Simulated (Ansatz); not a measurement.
# TcSe2 (R-3m) in Ansatz: further runs, part 2 of 2

Ansatz 0.2.0. The steps go on from the part before.

## 3. Single point, PBEsol+U, collinear spin, ferromagnetic start

input.yaml reads:

```yaml
crystal:
  lattice:
    - [1.92841895, 1.1133732, 5.83033676]
    - [-1.92841895, 1.1133732, 5.83033676]
    - [0.0, -2.22674639, 5.83033676]
  atoms:
    - { symbol: Tc, position: [0.0, 0.0, 0.0], spin: 0.5 }
    - { symbol: Se, position: [0.252, 0.252, 0.252] }
    - { symbol: Se, position: [0.748, 0.748, 0.748] }
hamiltonian:
  xc: pbesol
  pseudopotentials: { kind: paw }
  hubbard: { sites: [{ species: Tc, l: d, u_eff: 5.0 }] }
magnetization:
  spin_polarized: true
kpoints:
  mp_grid: { grid: [6, 6, 6] }
scf:
  occupations: { method: gaussian, width: 0.05 }
output:
  forces: true
  stress: true
  eigenvalues: true
  write_density: true
  write_potential: true
  elf: true
  volumetric_format: npy
```

Potentials or basis: Ansatz PAW earlier set.

The run is started by

```bash
ansatz run input.yaml --threads 2 --pin off --max-ram 5632MiB --backend cpu --events-out ev --progress --plain --runs-dir out
```

Standard output:

```text
Warning: RAYON_NUM_THREADS=2 ignored (pool sized by the plan → 2); use --threads N
basis.fft_grid_basis auto: the FFT boxes are laid along the combinations [[1, -1, 0], [0, 1, 0], [0, -1, 1]] of the cell's own vectors, 3.857, 6.241 and 3.857 Å long. The dense box has 30×48×30 points. Along the cell's own vectors, as sized, it would have 48×48×48, 2.56 times as many. Of the 12 symmetry operations that the crystal satisfies within crystal.symmetry.tolerance (time reversal apart; of a slab, those that keep its plane) the dense box along the cell's own vectors carries 12, and the one as laid loses 8 of those. basis.fft_grid_basis: typed keeps the cell's own vectors: state it where this run's energies or levels are differenced outside the engine with another run's, or held beside a run that keeps those vectors. Those combinations have planes normal to reciprocal vector 3, as the cell's own vectors have. Each planar average written beside output.write_density, output.write_potential has a row for each plane of the box: 30. The volumetric files lie along those combinations, not along the cell's own vectors: a cube or XSF file states them, and fields.json those of NumPy files.
Tc: projections on atomic orbitals take those of the free atom [Ar 3d10] 4s2 4p6 4d5 5s2, of charge +0.00 (hamiltonian.pseudopotentials.projection_atoms); the dataset's partial waves leave at most 5.0e-5 of an orbital's norm unspanned inside its sphere
Se: projections on atomic orbitals take those of the free atom [Ar] 3d10 4s2 4p4, of charge +0.00 (hamiltonian.pseudopotentials.projection_atoms); the dataset's partial waves leave at most 2.3e-6 of an orbital's norm unspanned inside its sphere
Engine: ansatz 0.2.0, x86_64-unknown-linux-gnu
Pseudopotentials: kind: paw
Pseudopotential: Tc, paw, valence charge 15, recommended cutoff 500 eV (normal), Tc.paw.azcp
Pseudopotential: Se, paw, valence charge 16, recommended cutoff 420 eV (normal), Se.paw.azcp
Functional definition: PBEsol
  exchange = pbesol_x
  correlation = pbesol_c
Crystal: 3 atoms, lattice volume = 75.108 Å³
Basis set: ecut = 500 eV, 1881 PW (Γ), FFT grids on a1−a2, a2, −a2+a3, exchange–correlation on 60×96×60 points (8 copies of the dense FFT grid, shifted against one another)
Bands: 29, of which v1, the nominal top of the filled ones, is band 24 counted from 1 (23 counted from 0)
Symmetry: 12 space group operations
Space group: R-3m (ITA 166), of the structure as read, at distance tolerance 4.2e-5 Å
Magnetic group: BNS 166.97 (UNI 1327), of the structure as read, at distance tolerance 4.2e-5 Å
k-points: 32 of 216
Non-local potential: Tc, projectors of the file, l = 0: 3, l = 1: 3, l = 2: 2, l = 3: 2
Non-local potential: Se, projectors of the file, l = 0: 2, l = 1: 2, l = 2: 3, l = 3: 1
PAW form: soft (Blöchl's): semilocal exchange-correlation on the pseudo side does not see the compensation charge
PAW frozen core: Tc, regenerated for the run's functional, and the local potential with it (the file was generated under x = pbe(κ = 0.804, μ = 0.2195149727645171), c = pbe(β = 0.06672455060314922))
PAW frozen core: Se, regenerated for the run's functional, and the local potential with it (the file was generated under x = pbe(κ = 0.804, μ = 0.2195149727645171), c = pbe(β = 0.06672455060314922))
PAW one-centre angular grid: Tc, 590 points (default); XC on 64 Gauss nodes
PAW one-centre angular grid: Se, 590 points (default); XC on 64 Gauss nodes
Initial density: superposition of atomic densities (chi_scale 0.1, normalization cell, long waves kept (reshape's long-wave potential 0.04 eV rms))
Starting moments: Σ|m| = 0.5 μB on 1 of 3 sites
Initial wavefunctions: pseudopotential atomic-orbital guess
Functional: x = pbesol(κ = 0.804, μ = 0.12345679012345678), c = pbesol(β = 0.046)
SCF iter   1: F=—  HF=-16182.687797 eV  |F-HF|=—  |Δ(HF+E_count)|=         —  Δρ=6.15e-2 (↑6.11e-2 ↓6.15e-2)  dr2=3.09e1  dr2_m=1.50e-2  M=0.546 μB ∫|m|=0.553 μB  β_m=1.00  ethr=3.10e-3  ⟨swp⟩=5.7  Hψ=6842  notcnv=0
preconditioner: auto → Kerker (q_TF=auto, 2.523 Å⁻¹)  [metal: Δε(μ)=0.021 eV  Ē_g=7.934 eV  σ=0.050 eV  W_gap=0.23  n_scr=22 (ndim 8)  ℏωp=18.7 eV  f_vac=0.051  D(μ)=2.85/eV (n_scr^D=28)]
spin=Collinear: Kerker preconditioning applied to the charge; magnetization (m = ρ↑ − ρ↓) channel mixes plain (no charge-response kernel on spin).
SCF iter   2: F=—  HF=-16180.369314 eV  |F-HF|=—  |Δ(HF+E_count)|=    2.32e0  Δρ=2.36e-2 (↑2.36e-2 ↓1.66e-2)  dr2=2.11e0  dr2_m=9.95e-2  M=0.900 μB ∫|m|=1.032 μB  β_m=1.00  ethr=3.10e-3  ⟨swp⟩=3.0  Hψ=3642  notcnv=0  defer=67
[... 13 lines left out ...]
SCF iter  14: F=—  HF=-16182.463650 eV  |F-HF|=—  |Δ(HF+E_count)|=   4.03e-6  Δρ=2.76e-5 (↑2.76e-5 ↓2.11e-5)  dr2=3.36e-6  dr2_m=1.04e-7  M=3.000 μB ∫|m|=3.858 μB  β_m=0.97  ethr=8.59e-8  ⟨swp⟩=2.0  Hψ=2210  notcnv=0  defer=60
SCF iter  15: F=—  HF=-16182.463652 eV  |F-HF|=—  |Δ(HF+E_count)|=   1.69e-6  Δρ=1.01e-5 (↑1.01e-5 ↓8.39e-6)  dr2=5.36e-7  dr2_m=1.85e-8  M=3.000 μB ∫|m|=3.860 μB  β_m=0.99  ethr=7.15e-9  ⟨swp⟩=2.0  Hψ=2374  notcnv=0  defer=61
SCF iter  16: F=—  HF=-16182.463652 eV  |F-HF|=—  |Δ(HF+E_count)|=   4.45e-7  Δρ=5.56e-6 (↑3.96e-6 ↓5.56e-6)  dr2=1.91e-7  dr2_m=1.85e-9  M=3.000 μB ∫|m|=3.859 μB  β_m=0.99  ethr=1.14e-9  ⟨swp⟩=2.0  Hψ=2398  notcnv=0  defer=61
SCF iter  17: F=-16182.463652 eV  HF=-16182.463652 eV  |F-HF|=1.16e-9  |Δ(HF+E_count)|=   1.74e-8  Δρ=2.93e-6 (↑1.40e-6 ↓2.93e-6)  dr2=1.49e-8  dr2_m=8.10e-10  M=3.000 μB ∫|m|=3.859 μB  ethr=2.13e-10  ⟨swp⟩=10.3  Hψ=10620  notcnv=0
SCF 1 converged in 17 iterations: F = -16182.463652 eV  dr2 = 1.49e-8
SCF converged after 17 iterations
Magnetization: 3.0000 μB (25.0000 up, 22.0000 down)
Absolute magnetization: 3.8399 μB (∫|ρ↑−ρ↓|, with the PAW one-centre terms)
Spin contamination: 0.2143 ħ² per cell (⟨S²⟩ above its minimum at these occupations)
Per-site moments (μB) at R_I (Å): [(2.8583317611399903, 1.0899836531799587), (-0.15743249697069436, 1.0899836531799587), (-0.15743249697069422, 1.0899836531799587)]
Free energy (F): -16182.463652 eV
Harris-Foulkes:  -16182.463652 eV  (|F-HF|=1.16e-9)
Internal energy: -16182.463498 eV  (E = F + TS)
E sigma→0 (E₀):  -16182.463575 eV
Entropy (-TS):   -0.000154 eV (-0.051 meV/atom)
Fermi energy:    9.246607 eV
--- Per-component energies (eV) ---
  E_band       = -1004.888266
  E_kinetic    = 855.643027
  E_local      = -7018.605495  (includes V_loc(G=0)·N_el)
  E_nonlocal   = -894.406883
  E_hartree    = 3117.320997
  E_xc         = -441.349311
  E_vxc        = -485.909359  (∫ρ·V_xc dr)
  E_hubbard    = 2.796844  (on-site DFT+U / exact-exchange correction)
  E_vhub       = -8.153495  (the Hubbard potential's part of the band-sum identity)
  E_paw        = -6956.529493  (= ΣΔE_a)
  E_vpaw       = 311.905241  (= ΣTr[D̂ρ^β])
  E_aug_tail   = -0.000437  (compensation charges beyond the density's cutoff)
  E_ewald      = -4849.576492
  E_core_change = 2.243745  (= ΣΔE_core)
  E_smearing   = -0.000154  (= −TS)
  E_closure    = 0.000000  (closes the sum)
  Σ components = -16182.463652   (vs F -16182.463652, Δ=0.00e0)
--- Forces (eV/Å), atoms counted from 1 ---
  atom   1  Tc    -0.00000000     0.00000000    -0.00000000
  atom   2  Se     0.00000000     0.00000000     0.27855790
  atom   3  Se     0.00000000    -0.00000000    -0.27855790
  max |Σ_I F_I| component: 2.63e-31 eV/Å
--- Stress (GPa, compression-positive) ---
       -4.323098       0.000000       0.000000
        0.000000      -4.323098       0.000000
        0.000000       0.000000      -1.216126
  P = ⅓ Tr σ = -3.2874 GPa (-32.874 kbar)
--- Band table (eV; the first three rows and the last of 64) ---
  k-point 0 ↑: bands = ["-59.7307", "-38.5237", "-38.5237", "-38.5232", "-38.5232", "-38.5115", "-38.5115", "-38.5105", "-38.5105", "-38.5051", "-38.5049", "-31.8717", "-31.8229", "-31.8229", "-4.7530", "-3.2106", "2.2438", "3.0884", "3.0884", "4.1821", "4.1821", "6.1724", "8.5917", "8.5917", "9.2264", "10.7167", "10.7167", "12.9871", "13.1577"]
  k-point 1 ↑: bands = ["-59.7304", "-38.5235", "-38.5235", "-38.5232", "-38.5230", "-38.5116", "-38.5115", "-38.5105", "-38.5104", "-38.5050", "-38.5049", "-31.8704", "-31.8298", "-31.8245", "-4.5222", "-3.2932", "2.4946", "3.0051", "3.3548", "4.0212", "4.2315", "6.0388", "7.6951", "8.4577", "8.7197", "9.9750", "10.4291", "14.2152", "14.4846"]
  k-point 2 ↑: bands = ["-59.7299", "-38.5233", "-38.5231", "-38.5231", "-38.5227", "-38.5115", "-38.5114", "-38.5106", "-38.5106", "-38.5048", "-38.5047", "-31.8679", "-31.8434", "-31.8277", "-4.0188", "-3.4135", "2.5108", "3.2286", "3.7234", "4.0443", "4.3901", "5.8074", "6.4932", "7.4726", "7.7559", "9.8555", "10.2741", "14.2174", "15.5180"]
  k-point 31 ↓: bands = ["-57.5904", "-38.5498", "-38.5498", "-38.5492", "-38.5492", "-38.5393", "-38.5393", "-38.5393", "-38.5393", "-38.5349", "-38.5347", "-29.5378", "-29.5328", "-29.5328", "-4.4991", "-3.8287", "5.6493", "5.6493", "5.7173", "6.7366", "8.2277", "8.2277", "10.3705", "10.3705", "11.1096", "12.3690", "12.3690", "14.1659", "15.5620"]
Occupation matrices written to <dir>
```

v_z.tsv:

```text
# z_ang	v_es[eV]	v_tot_up[eV]	v_tot_dn[eV]
# format = ansatz-planar-average/11
# xc	pbesol
# density_cutoff_ev	2000
# datasets	Tc=:simpson_from_first_knot:soft:shift=-542101	Se=:simpson_from_first_knot:soft:shift=-935943
# lattice	1.928418947	1.113373200	5.830336760
# lattice	-1.928418947	1.113373200	5.830336760
# lattice	0.000000000	-2.226746395	5.830336761
# sites	3
# site	43	0.000000000	0.000000000	0.000000000
# site	34	0.000000000	0.000000001	4.407734591
# site	34	0.000000000	0.000000004	13.083275689
0.000000	-1.061694e0	-1.272465e1	-1.220737e1
0.208036	-7.959439e-1	-1.242227e1	-1.189185e1
0.416073	-2.459391e-2	-1.154505e1	-1.098018e1
0.624109	1.191107e0	-1.016032e1	-9.552492e0
0.832146	2.710017e0	-8.411077e0	-7.771786e0
1.040182	4.291516e0	-6.540045e0	-5.899706e0
[... 22 lines left out ...]
5.825019	-2.459391e-2	-1.154505e1	-1.098018e1
6.033055	-7.959439e-1	-1.242227e1	-1.189185e1
```

It took 9.7 s on 2 threads of Intel Xeon Platinum 8259CL at 2.50GHz (Skylake/Cascade Lake), shared host; peak memory 0.59 GiB.

What came out:

```yaml
Free_energy: -16182.4637 eV
Pressure: -3.3 GPa
Largest_force: 0.279 eV/Å
Band_gap_on_the_k_mesh: 0.08 eV, indirect (least direct gap 0.65 eV)
Net_moment: 3.00 μB per cell
Absolute_moment: 3.84 μB per cell
Site_moments: Tc +2.86; Se -0.16 μB
```

Forces on the atoms (eV/Å):
```
Tc   0.000  0.000  0.000
Se   0.000  0.000  0.279
Se   0.000  0.000 -0.279
```

Levels at points of the mesh, in eV from the valence-band top:
Spin up:
```
              k point  band 23  band 24  band 25  band 26  band 27  band 28
   (0.00, 0.00, 0.00)    -0.63    -0.63     0.00     1.49     1.49     3.76
  (0.00, 0.00, -0.50)    -3.09    -2.40    -2.05     0.64     1.07     5.16
 (0.00, -0.50, -0.50)    -3.53    -2.39    -1.62     1.70     1.74     3.70
(-0.50, -0.50, -0.50)    -2.13    -0.88    -0.88     1.72     1.72     4.54
```
Spin down:
| k point | band 20 | band 21 | band 22 | band 23 | band 24 | band 25 |
| --- | --- | --- | --- | --- | --- | --- |
| (0.00, 0.00, 0.00) | -0.75 | -0.75 | -0.19 | 1.18 | 1.18 | 2.09 |
| (0.00, 0.00, -0.50) | -3.38 | -2.43 | -2.05 | 1.15 | 1.67 | 2.05 |
| (0.00, -0.50, -0.50) | -2.40 | -2.38 | -1.69 | 0.85 | 1.84 | 2.19 |
| (-0.50, -0.50, -0.50) | -2.49 | -1.00 | -1.00 | 1.14 | 1.14 | 1.88 |

Eigenvalues of the final occupation matrices:
```
  site  spin  trace               eigenvalues
site 1     1   4.44  0.73 0.73 0.99 0.99 0.99
site 1     2   1.06  0.07 0.08 0.08 0.42 0.42
```

Caveat: the magnetic or orbital state may not be the lowest; the PAW data sets come from PBE, with cores solved anew for the run's functional, which leaves a small shift of forces and pressure. A k mesh can miss the band edges.

## 4. Single point, r2SCAN+U, collinear spin, program default start

input.yaml reads:

```yaml
crystal:
  lattice:
    - [1.92841895, 1.1133732, 5.83033676]
    - [-1.92841895, 1.1133732, 5.83033676]
    - [0.0, -2.22674639, 5.83033676]
  atoms:
    - { symbol: Tc, position: [0.0, 0.0, 0.0] }
    - { symbol: Se, position: [0.252, 0.252, 0.252] }
    - { symbol: Se, position: [0.748, 0.748, 0.748] }
hamiltonian:
  xc: r2scan
  pseudopotentials: { kind: paw }
  hubbard: { sites: [{ species: Tc, l: d, u_eff: 7.0 }] }
magnetization:
  spin_polarized: true
kpoints:
  mp_grid: { grid: [6, 6, 6] }
scf:
  occupations: { method: gaussian, width: 0.05 }
output:
  forces: true
  stress: true
  eigenvalues: true
```

The run is started by

```bash
ansatz run input.yaml --threads 2 --pin off --max-ram 5632MiB --backend cpu --events-out ev --progress --plain --runs-dir out
```

It took 3 min on 2 threads of Intel Xeon Platinum 8259CL at 2.50GHz (Skylake/Cascade Lake), shared host; peak memory 1.3 GiB.

Results (log left out):

* Free energy: -16362.6020 eV
* Pressure: 3.0 GPa
* Largest force: 0.346 eV/Å
* Band gap on the k mesh: none (metal or under the smearing width)
* Net moment: 3.00 μB per cell
* Absolute moment: 4.80 μB per cell
* Site moments: Tc +3.32; Se -0.33 μB

Forces in eV/Å, atoms in the order of the input:
```
Tc   0.000  0.000  0.000
Se   0.000  0.000 -0.346
Se   0.000  0.000  0.346
```

Stress tensor (GPa, compression positive):
```
2.64 0.00 0.00
0.00 2.64 0.00
0.00 0.00 3.86
```

Levels at points of the mesh, in eV from the Fermi level:
Spin up:
```csv
k point,band 22,band 23,band 24,band 25,band 26,band 27,band 28,band 29
"(0.00, 0.00, 0.00)",-3.31,-0.39,-0.39,0.33,1.49,1.49,4.67,4.70
"(0.00, 0.00, -0.50)",-3.73,-3.43,-2.12,-1.85,0.54,1.06,5.90,6.01
"(0.00, -0.50, -0.50)",-4.25,-4.01,-2.19,-1.37,1.71,1.78,4.28,5.39
"(-0.50, -0.50, -0.50)",-2.10,-2.00,-0.64,-0.64,1.74,1.74,5.32,6.46
```
Spin down:
| k point | band 20 | band 21 | band 22 | band 23 | band 24 | band 25 |
| --- | --- | --- | --- | --- | --- | --- |
| (0.00, 0.00, 0.00) | -0.83 | -0.83 | -0.27 | 2.98 | 2.98 | 3.94 |
| (0.00, 0.00, -0.50) | -3.03 | -2.50 | -2.14 | 2.94 | 3.19 | 3.73 |
| (0.00, -0.50, -0.50) | -2.50 | -2.01 | -1.78 | 2.60 | 3.51 | 3.92 |
| (-0.50, -0.50, -0.50) | -2.51 | -1.08 | -1.08 | 2.91 | 2.91 | 3.64 |

Eigenvalues of the final occupation matrices:
```tsv
site	spin	trace	eigenvalues
site 1	1	4.62	0.82 0.82 0.99 0.99 0.99
site 1	2	0.75	0.04 0.05 0.05 0.30 0.30
```

Caveat: the magnetic or orbital state may not be the lowest; the PAW data sets come from PBE, with cores solved anew for the run's functional, which leaves a small shift of forces and pressure.

## 5. The runs side by side

```csv
level,spin,U,gap on the mesh (eV),pressure (GPa),moment (μB),largest force (eV/Å)
PBEsol+U,"collinear, ferromagnetic start",Tc d U = 3 eV,0.06,-5.6,3.00,0.53
PBEsol+U,"collinear, ferromagnetic start",Tc d U = 5 eV,0.08,-3.3,3.00,0.28
r2SCAN+U,"collinear, program default start",Tc d U = 7 eV,none,3.0,3.00,0.35
```

Alike in all rows: task single point; potentials or basis Ansatz PAW earlier set; cell as given; k mesh 6 × 6 × 6; cutoff (eV) 500; smearing gaussian 0.05 eV.

On the cell as given the gap runs from zero (r2SCAN+U) to 0.08 eV (PBEsol+U). The pressure there spans -5.6 GPa (PBEsol+U) to 3.0 GPa (r2SCAN+U); a positive pressure means that this level wants a larger cell, a negative one a smaller.

Caveats: the magnetic or orbital state may not be the lowest; the PAW data sets come from PBE, with cores solved anew for the run's functional, which leaves a small shift of forces and pressure.

Total energies depend on the potentials used, so only differences within one code and one set of settings carry meaning.
